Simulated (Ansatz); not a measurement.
**MgH₃Pt radical: energies up the ladder**

Aim: energies up the ladder, for MgH₃Pt radical, with the cost of each level. Spin multiplicity 2.

Method: the levels named in each step, in Ansatz 0.2.0.

**1. The system as given**

Bond lengths: Mg1–Pt2 2.461 Å, Pt2–H3 1.523 Å, Pt2–H4 1.565 Å, Pt2–H5 1.580 Å. Angles: Mg1–Pt2–H3 168.1°, Mg1–Pt2–H4 80.7°, Mg1–Pt2–H5 82.9°, H3–Pt2–H4 87.4°, H3–Pt2–H5 109.0°, H4–Pt2–H5 163.6°.

Structure file:

```xyz
5

Mg    2.1207   -0.0724   -0.5692
Pt   -0.2550    0.0102    0.0684
H    -1.7026   -0.2540    0.4627
H    -0.0536   -1.5418    0.0401
H    -0.0228    1.5701   -0.0200
```

**2. A rough first relaxation, PBE-D4/def2-SVPD**

Input file input.yaml:

```yaml
crystal:
  periodic: [false, false, false]
  atoms:
    - { symbol: Mg, position_ang: [2.12071, -0.07236, -0.56923] }
    - { symbol: Pt, position_ang: [-0.25502, 0.01018, 0.06843] }
    - { symbol: H, position_ang: [-1.70255, -0.25405, 0.46267] }
    - { symbol: H, position_ang: [-0.05362, -1.54184, 0.04008] }
    - { symbol: H, position_ang: [-0.02281, 1.5701, -0.02001] }
magnetization:
  spin_polarized: true
  initial_magnetization: 1
basis:
  gaussian: { orbitals: def2-SVPD }
hamiltonian:
  xc: pbe
  dispersion: d4
relax:
  f_tol: 0.03
  max_steps: 200
```

The run is started by

```sh
$ ansatz run input.yaml --threads 4 --pin off --max-ram 10240MiB --backend cpu --events-out ev --progress --plain --runs-dir out
```

Further steps of the session: Relaxation, PBE0-D4/def2-TZVPPD; Frequencies, PBE0-D4/def2-TZVPPD; Single point, PBE-D4/def2-TZVPPD; Single point, r2SCAN-D4/def2-TZVPPD; Single point, B3LYP-D4/def2-TZVPPD; Single point, wB97M-V/def2-TZVPPD; Single point, B2PLYP/def2-TZVPPD; Single point, LDA/def2-TZVPPD; Single point, PBE0-D4/def2-SVPD; Single point, PBE-D4/def2-SVPD; The anion of multiplicity 1 at the same geometry, PBE0-D4/def2-TZVPPD; The anion of multiplicity 1 at the same geometry, PBE-D4/def2-TZVPPD; The anion of multiplicity 1 at the same geometry, r2SCAN-D4/def2-TZVPPD; The anion of multiplicity 1 at the same geometry, B3LYP-D4/def2-TZVPPD; The anion of multiplicity 1 at the same geometry, wB97M-V/def2-TZVPPD; The anion of multiplicity 1 at the same geometry, B2PLYP/def2-TZVPPD; The anion of multiplicity 3 at the same geometry, PBE0-D4/def2-TZVPPD; The anion of multiplicity 3 at the same geometry, PBE-D4/def2-TZVPPD; The anion of multiplicity 3 at the same geometry, r2SCAN-D4/def2-TZVPPD; The anion of multiplicity 3 at the same geometry, B3LYP-D4/def2-TZVPPD; The anion of multiplicity 3 at the same geometry, wB97M-V/def2-TZVPPD; The anion of multiplicity 3 at the same geometry, B2PLYP/def2-TZVPPD.

Q: Predict the outcome of this session. Wanted: Mg1–Pt2 at PBE0-D4/def2-TZVPPD; frequencies at PBE0-D4/def2-TZVPPD; vertical electron affinity, B2PLYP/def2-TZVPPD (for each run or level that gives them).

The runs gave:

| quantity | value |
| --- | --- |
| Mg1–Pt2 at PBE0-D4/def2-TZVPPD | 2.435 Å |
| frequencies at PBE0-D4/def2-TZVPPD | 237 to 2749 cm⁻¹ |
| vertical electron affinity, B2PLYP/def2-TZVPPD | 1.204 eV |
| vertical electron affinity, B2PLYP/def2-TZVPPD | 0.110 eV |

No mode is imaginary, so the geometry is a minimum. For the vertical electron affinity, wB97M-V/def2-TZVPPD comes nearest to B2PLYP/def2-TZVPPD (+0.01 eV) and B3LYP-D4/def2-TZVPPD is farthest (+0.19 eV). For the vertical electron affinity, wB97M-V/def2-TZVPPD comes nearest to B2PLYP/def2-TZVPPD (-0.08 eV) and PBE-D4/def2-TZVPPD is farthest (+0.23 eV). Heavy atoms carry effective core potentials in def2 sets, and spin-orbit coupling is left out.
